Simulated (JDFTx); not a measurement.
# SPb in JDFTx: reference runs

How does SPb come out in PBE? The cell is run as given.

Everything below comes from runs of JDFTx 1.7.0 (patched build). Logs are shortened: lines on timing, memory, paths and dates and some standing lists are left out, and cuts for length are marked. The log counts tension as positive stress, the text compression.

## 1. Starting point

The cell holds a molecule in a box, 2 atoms: a = 9.000 Å, b = 9.000 Å, c = 12.000 Å, α = 90.00°, β = 90.00°, γ = 90.00°.

## 2. Single point, PBE

Contents of PbS.in:

```
lattice \
   17.0075351216     0.0000000000     0.0000000000 \
    0.0000000000    17.0075351216     0.0000000000 \
    0.0000000000     0.0000000000    22.6767134955
coords-type Lattice
ion S      0.5014444400     0.5023333300     0.4075473800 1
ion Pb     0.5014444400     0.5023333300     0.5981192900 1

ion-species pseudo/S.upf
ion-species pseudo/Pb.upf
elec-cutoff 28 224
elec-ex-corr gga-PBE
kpoint-folding 1 1 1
elec-smearing Fermi 0.0018374661
elec-n-bands 16
electronic-SCF nIterations 100 energyDiffThreshold 1e-09
electronic-minimize nIterations 30 energyDiffThreshold 1e-7
converge-empty-states yes
forces-output-coords Cartesian

dump-name run.$VAR
dump End Ecomponents EigStats BandEigs Kpoints Forces Stress
```

Potentials or basis: PseudoDojo-SR-PBE-0.5-standard (S) + PseudoDojo-SR-PBE-0.4.1-standard (Pb) with smoothed tails.

Started as:

```bash
$ jdftx -c 1 -i PbS.in -o PbS.out
```

Output:

```text
*************** JDFTx 1.7.0 (patched build) ***************

Input parsed successfully to the following command list (including defaults):
[... the input with its defaults ...]

---------- Setting up symmetries ----------

Found 16 point-group symmetries of the bravais lattice
Found 8 space-group symmetries with basis
Applied RMS atom displacement 0 bohrs to make symmetries exact.

---------- Initializing the Grid ----------
R =
[      17.0075            0            0  ]
[            0      17.0075            0  ]
[            0            0      22.6767  ]
unit cell volume = 6559.38
G =
[   0.369435          0          0  ]
[          0   0.369435          0  ]
[          0          0   0.277077  ]
Minimum fftbox size, Smin = [  116  116  156  ]
Chosen fftbox size, S = [  120  120  160  ]

---------- Initializing tighter grid for wavefunction operations ----------
R =
[      17.0075            0            0  ]
[            0      17.0075            0  ]
[            0            0      22.6767  ]
unit cell volume = 6559.38
G =
[   0.369435          0          0  ]
[          0   0.369435          0  ]
[          0          0   0.277077  ]
Minimum fftbox size, Smin = [  84  84  112  ]
Chosen fftbox size, S = [  84  84  112  ]

---------- Exchange Correlation functional ----------
Initalized PBE GGA exchange.
Initalized PBE GGA correlation.

---------- Setting up pseudopotentials ----------
Width of ionic core gaussian charges (only for fluid interactions / plotting) set to 0

Reading pseudopotential file 'pseudo/S.upf':
  'S' pseudopotential, 'PBE' functional
  Generated using ONCVPSP code by D. R. Hamann
  6 valence electrons, 2 orbitals, 6 projectors, 1001 radial grid points, with lMax = 2
    3S    l: 0   occupation:  2.0   eigenvalue: -0.634163
    3P    l: 1   occupation:  4.0   eigenvalue: -0.257567
  Core radius for overlap checks: 1.43 bohrs.

Reading pseudopotential file 'pseudo/Pb.upf':
  'Pb' pseudopotential, 'PBE' functional
  Generated using ONCVPSP code by D. R. Hamann
  14 valence electrons, 3 orbitals, 6 projectors, 1001 radial grid points, with lMax = 2
    5D    l: 2   occupation: 10.0   eigenvalue: -0.778248
    6S    l: 0   occupation:  2.0   eigenvalue: -0.442471
    6P    l: 1   occupation:  2.0   eigenvalue: -0.128539
  Core radius for overlap checks: 2.30 bohrs.

Initialized 2 species with 2 total atoms.

Folded 1 k-points by 1x1x1 to 1 k-points.

---------- Setting up k-points, bands, fillings ----------
No reducable k-points.
Computing the number of bands and number of electrons
Calculating initial fillings.
nElectrons:  20.000000   nBands: 16   nStates: 1

----- Setting up reduced wavefunction bases (one per k-point) -----
average nbasis = 46511.000 , ideal nbasis = 46418.800

---------- Setting up ewald sum ----------
Optimum gaussian width for ewald sums = 6.653130 bohr.
Real space sum over 1089 unit cells with max indices [  5  5  4  ]
Reciprocal space sum over 1815 terms with max indices [  5  5  7  ]

---------- Allocating electronic variables ----------
Initializing wave functions:  linear combination of atomic orbitals
Note: number of bands (16) exceeds available atomic orbitals (13)
S pseudo-atom occupations:   s ( 2 )  p ( 4 )
Pb pseudo-atom occupations:   s ( 2 )  p ( 2 )  d ( 10 )
	FillingsUpdate:  mu: -0.028190892  nElectrons: 20.000000
LCAOMinimize: Iter:   0  F: -70.3488684266116877  |grad|_K:  5.188e-02  alpha:  1.000e+00
	FillingsUpdate:  mu: -0.086314795  nElectrons: 20.000000
LCAOMinimize: Iter:   1  F: -70.4380900852831218  |grad|_K:  4.168e-02  alpha:  1.232e-01  linmin: -4.118e-01  cgtest:  7.638e-01
LCAOMinimize: 	Predicted alpha/alphaT>3.000000, increasing alphaT to 3.696190e-01.
[... 10 lines of inner loops ...]
LCAOMinimize: Iter:   6  F: -70.5025298622558267  |grad|_K:  1.849e-04  alpha:  5.081e-01  linmin: -1.199e-07  cgtest:  9.651e-01
	FillingsUpdate:  mu: -0.154879677  nElectrons: 20.000000
LCAOMinimize: Iter:   7  F: -70.5025306124206281  |grad|_K:  2.578e-05  alpha:  1.710e-01  linmin: -1.268e-02  cgtest:  7.981e-04
LCAOMinimize: Converged (|Delta F|<1.000000e-06 for 2 iters).

-------- Electronic minimization -----------
Will mix electronic density at each iteration.
	FillingsUpdate:  mu: -0.154879677  nElectrons: 20.000000
	FillingsUpdate:  mu: -0.162597740  nElectrons: 20.000000
SCF: Cycle:  0   F: -70.530956869507904   dF: -2.843e-02   |Residual|: 1.126e-01   |deigs|: 1.511e-01
	FillingsUpdate:  mu: -0.158494210  nElectrons: 20.000000
SCF: Cycle:  1   F: -70.555689046921216   dF: -2.473e-02   |Residual|: 5.012e-02   |deigs|: 2.058e-02
	FillingsUpdate:  mu: -0.151465285  nElectrons: 20.000000
SCF: Cycle:  2   F: -70.562240512233814   dF: -6.551e-03   |Residual|: 1.397e-02   |deigs|: 1.017e-02
	FillingsUpdate:  mu: -0.149884961  nElectrons: 20.000000
SCF: Cycle:  3   F: -70.562417345975405   dF: -1.768e-04   |Residual|: 7.477e-03   |deigs|: 2.674e-03
	FillingsUpdate:  mu: -0.147488546  nElectrons: 20.000000
SCF: Cycle:  4   F: -70.562488114492552   dF: -7.077e-05   |Residual|: 3.512e-03   |deigs|: 2.541e-03
	FillingsUpdate:  mu: -0.145612667  nElectrons: 20.000000
SCF: Cycle:  5   F: -70.562530145647543   dF: -4.203e-05   |Residual|: 2.656e-03   |deigs|: 2.211e-03
	FillingsUpdate:  mu: -0.144462439  nElectrons: 20.000000
SCF: Cycle:  6   F: -70.562536426797124   dF: -6.281e-06   |Residual|: 1.779e-03   |deigs|: 1.144e-03
	FillingsUpdate:  mu: -0.143494014  nElectrons: 20.000000
SCF: Cycle:  7   F: -70.562538292246160   dF: -1.865e-06   |Residual|: 1.423e-03   |deigs|: 1.633e-03
	FillingsUpdate:  mu: -0.142727221  nElectrons: 20.000000
SCF: Cycle:  8   F: -70.562540240256624   dF: -1.948e-06   |Residual|: 1.500e-03   |deigs|: 1.762e-03
	FillingsUpdate:  mu: -0.142556392  nElectrons: 20.000000
SCF: Cycle:  9   F: -70.562542670455500   dF: -2.430e-06   |Residual|: 4.416e-04   |deigs|: 1.058e-03
	FillingsUpdate:  mu: -0.142616017  nElectrons: 20.000000
SCF: Cycle: 10   F: -70.562541844684290   dF: +8.258e-07   |Residual|: 1.001e-03   |deigs|: 3.987e-04
	FillingsUpdate:  mu: -0.142455410  nElectrons: 20.000000
SCF: Cycle: 11   F: -70.562544581862838   dF: -2.737e-06   |Residual|: 2.784e-04   |deigs|: 5.337e-04
	FillingsUpdate:  mu: -0.142471243  nElectrons: 20.000000
SCF: Cycle: 12   F: -70.562544859279200   dF: -2.774e-07   |Residual|: 2.263e-04   |deigs|: 1.948e-04
	FillingsUpdate:  mu: -0.142472071  nElectrons: 20.000000
SCF: Cycle: 13   F: -70.562545221607451   dF: -3.623e-07   |Residual|: 2.102e-04   |deigs|: 8.436e-04
	FillingsUpdate:  mu: -0.142448581  nElectrons: 20.000000
SCF: Cycle: 14   F: -70.562545314690539   dF: -9.308e-08   |Residual|: 8.160e-05   |deigs|: 1.104e-04
	FillingsUpdate:  mu: -0.142435823  nElectrons: 20.000000
SCF: Cycle: 15   F: -70.562545374905653   dF: -6.022e-08   |Residual|: 6.876e-05   |deigs|: 1.657e-04
	FillingsUpdate:  mu: -0.142432154  nElectrons: 20.000000
SCF: Cycle: 16   F: -70.562545411320457   dF: -3.641e-08   |Residual|: 4.919e-05   |deigs|: 4.406e-05
	FillingsUpdate:  mu: -0.142453196  nElectrons: 20.000000
SCF: Cycle: 17   F: -70.562545434927046   dF: -2.361e-08   |Residual|: 3.803e-05   |deigs|: 8.431e-05
	FillingsUpdate:  mu: -0.142449683  nElectrons: 20.000000
SCF: Cycle: 18   F: -70.562545445211725   dF: -1.028e-08   |Residual|: 1.861e-05   |deigs|: 4.900e-05
	FillingsUpdate:  mu: -0.142440563  nElectrons: 20.000000
SCF: Cycle: 19   F: -70.562545450190228   dF: -4.979e-09   |Residual|: 2.063e-05   |deigs|: 5.600e-05
	FillingsUpdate:  mu: -0.142441981  nElectrons: 20.000000
SCF: Cycle: 20   F: -70.562545452707411   dF: -2.517e-09   |Residual|: 1.135e-05   |deigs|: 2.210e-05
	FillingsUpdate:  mu: -0.142439782  nElectrons: 20.000000
SCF: Cycle: 21   F: -70.562545453425386   dF: -7.180e-10   |Residual|: 5.486e-06   |deigs|: 3.834e-05
	FillingsUpdate:  mu: -0.142438324  nElectrons: 20.000000
SCF: Cycle: 22   F: -70.562545454147653   dF: -7.223e-10   |Residual|: 4.353e-06   |deigs|: 1.500e-05
SCF: Converged (|Delta E|<1.000000e-09 for 2 iters).

Setting wave functions to eigenvectors of Hamiltonian
Converging empty states (this may take a while): |deigs|: 6.811e-05

# Stress tensor in Cartesian coordinates [Eh/a0^3]:
[ -3.41079e-07            0            0  ]
[            0 -3.41079e-07            0  ]
[            0            0 -7.65876e-06  ]

# Ionic positions in lattice coordinates:
ion S   0.501444440000000   0.502333330000000   0.407547380000000 1
ion Pb   0.501444440000000   0.502333330000000   0.598119290000000 1

# Forces in Cartesian coordinates:
force S   0.000000000000000   0.000000000000000  -0.012256125287391 1
force Pb   0.000000000000000   0.000000000000000   0.012285430156991 1

# Energy components:
   Eewald =       -9.8712092971716494
       EH =       51.8205507645111751
     Eloc =     -125.6388159814166272
      Enl =      -12.8919901528323830
      Exc =      -23.0328571979050487
 Exc_core =       10.7852799644167554
       KE =       38.2664964462501658
-------------------------------------
     Etot =      -70.5625454541475960
       TS =        0.0000000000000633
-------------------------------------
        F =      -70.5625454541476529

IonicMinimize: Iter:   0  F: -70.562545454147653  |grad|_K:  7.085e-03
IonicMinimize: None of the convergence criteria satisfied after 0 iterations.

#--- Lowdin population analysis ---
# oxidation-state S -0.374
# oxidation-state Pb +0.458

Dumping 'run.eigStats' ...
	eMin: -0.775755 at state 0 ( [ +0.000000 +0.000000 +0.000000 ] spin 0 )
	HOMO: -0.196849 at state 0 ( [ +0.000000 +0.000000 +0.000000 ] spin 0 )
	mu  : -0.142440
	LUMO: -0.088072 at state 0 ( [ +0.000000 +0.000000 +0.000000 ] spin 0 )
	eMax: +0.045927 at state 0 ( [ +0.000000 +0.000000 +0.000000 ] spin 0 )
	HOMO-LUMO gap: +0.108777
	Optical gap  : +0.108777 at state 0 ( [ +0.000000 +0.000000 +0.000000 ] spin 0 )
Done!
[note: mu as printed may lie anywhere between the filled and the empty levels]
```

It took 2.2 min on 1 thread of Arm Neoverse V1, shared host; peak memory 0.87 GiB.

Results:

```
Free energy                     : -1920.1047 eV
Largest force                   : 0.632 eV/Å
Gap between the frontier levels : 2.96 eV
Loewdin charges                 : S -0.37; Pb +0.46 e
```

Forces on the atoms (eV/Å):
```
S    0.000  0.000 -0.630
Pb   0.000  0.000  0.632
```

Caveat: spin-orbit coupling is left out, which as a rule narrows the gap of such compounds by several tenths of an eV.
